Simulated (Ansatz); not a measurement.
# La3In: response to strain

Aim: deform La3In (equal xy, yz and zx engineering shear strains of +2 %) and compute stress, forces and field gradients with LAPW, PAW and all-electron datasets made for the crystal.

Computed with Ansatz 0.2.0 (DFT PBEsol, scalar-relativistic, unless a step's input says otherwise).

### Step 1. The system as given

Symmetry: Pm-3m, No. 221, cubic system. The conventional cell has a = 5.085 Å, b = 5.085 Å, c = 5.085 Å, α = 90.00°, β = 90.00°, γ = 90.00°. La (site symmetry 4/mmm) has 4 In at 3.60 Å and 8 La at 3.60 Å in its first shell of neighbours. In (site symmetry m-3m) is surrounded by 12 La at 3.60 Å.

Structure file:

```cif
data_structure
_symmetry_space_group_name_H-M 'P 1'
_symmetry_Int_Tables_number 1
_cell_length_a 5.0854
_cell_length_b 5.0854
_cell_length_c 5.0854
_cell_angle_alpha 90.000
_cell_angle_beta 90.000
_cell_angle_gamma 90.000
_cell_volume 131.52
loop_
_atom_site_label
_atom_site_type_symbol
_atom_site_fract_x
_atom_site_fract_y
_atom_site_fract_z
_atom_site_occupancy
La1 La 0.00000 0.50000 0.50000 1
La2 La 0.50000 0.00000 0.50000 1
La3 La 0.50000 0.50000 0.00000 1
In1 In 0.00000 0.00000 0.00000 1
```

Atoms are numbered in the order of the input: La1, La2, La3, In4.

### Step 2. The deformed structure

Space group Pm-3m before, R-3m after.

### Step 3. All-electron LAPW

Input file input.yaml:

```yaml
crystal:
  lattice:
    - [5.0854, 0.050854, 0.050854]
    - [0.050854, 5.0854, 0.050854]
    - [0.050854, 0.050854, 5.0854]
  atoms:
    - { symbol: La, position: [0.0, 0.5, 0.5] }
    - { symbol: La, position: [0.5, 0.0, 0.5] }
    - { symbol: La, position: [0.5, 0.5, 0.0] }
    - { symbol: In, position: [0.0, 0.0, 0.0] }
kpoints:
  mp_grid: { grid: [7, 7, 7] }
  band_path:
    path:
      - [0.0, 0.0, 0.0]
      - [0.5, 0.5, 0.5]
      - [0.5193194925, 0.4806805075, 0.5]
      - [0.5, -0.4806805075, 0.4806805075]
      - [0.5, 0.0, 0.0]
      - [0.0, 0.0, 0.0]
      - [0.4903402537, -0.4903402537, 0.0]
      - [0.5096597463, 0.0, 0.4903402537]
      - [0.5, 0.0, 0.5]
    npoints: 5
scf:
  occupations: { method: fermi_dirac, width: 0.05 }
hamiltonian:
  xc: pbesol
  pseudopotentials: { kind: all_electron, lapw: { basis_error: 0.001 } }
output:
  forces: true
  stress: true
  eigenvalues: true
```

On the command line:

```sh
ansatz run input.yaml --threads 1 --pin off --max-ram 4096MiB --backend cpu --events-out ev --progress --plain --runs-dir out
```

### Step 4. PAW on the default files

Input file input.yaml:

```yaml
crystal:
  lattice:
    - [5.0854, 0.050854, 0.050854]
    - [0.050854, 5.0854, 0.050854]
    - [0.050854, 0.050854, 5.0854]
  atoms:
    - { symbol: La, position: [0.0, 0.5, 0.5] }
    - { symbol: La, position: [0.5, 0.0, 0.5] }
    - { symbol: La, position: [0.5, 0.5, 0.0] }
    - { symbol: In, position: [0.0, 0.0, 0.0] }
kpoints:
  mp_grid: { grid: [7, 7, 7] }
scf:
  occupations: { method: fermi_dirac, width: 0.05 }
hamiltonian:
  xc: pbesol
  pseudopotentials: { kind: paw }
output:
  forces: true
  stress: true
  eigenvalues: true
  efg: { contact_densities: true }
  write_density: true
  write_potential: true
  elf: true
  volumetric_format: npy
```

### Step 5. All-electron PAW on datasets made for the crystal

input.yaml: that of step 4 with these lines changed.

```diff
@@ -16,3 +16,3 @@
   xc: pbesol
-  pseudopotentials: { kind: paw }
+  pseudopotentials: { kind: all_electron, datasets: crystal }
 output:
@@ -22,5 +22 @@
   efg: { contact_densities: true }
-  write_density: true
-  write_potential: true
-  elf: true
-  volumetric_format: npy
```

(Steps that only read results are left out.)

Q: Predict the outcome of this session. Wanted: pressure; largest shear or deviatoric stress.

The runs gave:

```
                                 quantity                                              value
                                 pressure  LAPW -2.59, PAW -2.62, crystal datasets -2.59 GPa
largest shear or deviatoric stress (LAPW)                                           0.43 GPa
```

**Reading.** The largest part of the stress beyond the pressure is 0.43 GPa in size; the atoms are carried along and not relaxed. No run of the undeformed cell stands beside it, so pressure and stress hold what the given cell had before the change, as far as its symmetry allows. PAW: stress within 0.03 GPa of LAPW. Crystal datasets: stress within 0.01 GPa of LAPW. Spin-orbit coupling is left out, though the cell holds La; in elements this heavy it can shift bands and gaps by tenths of an eV.
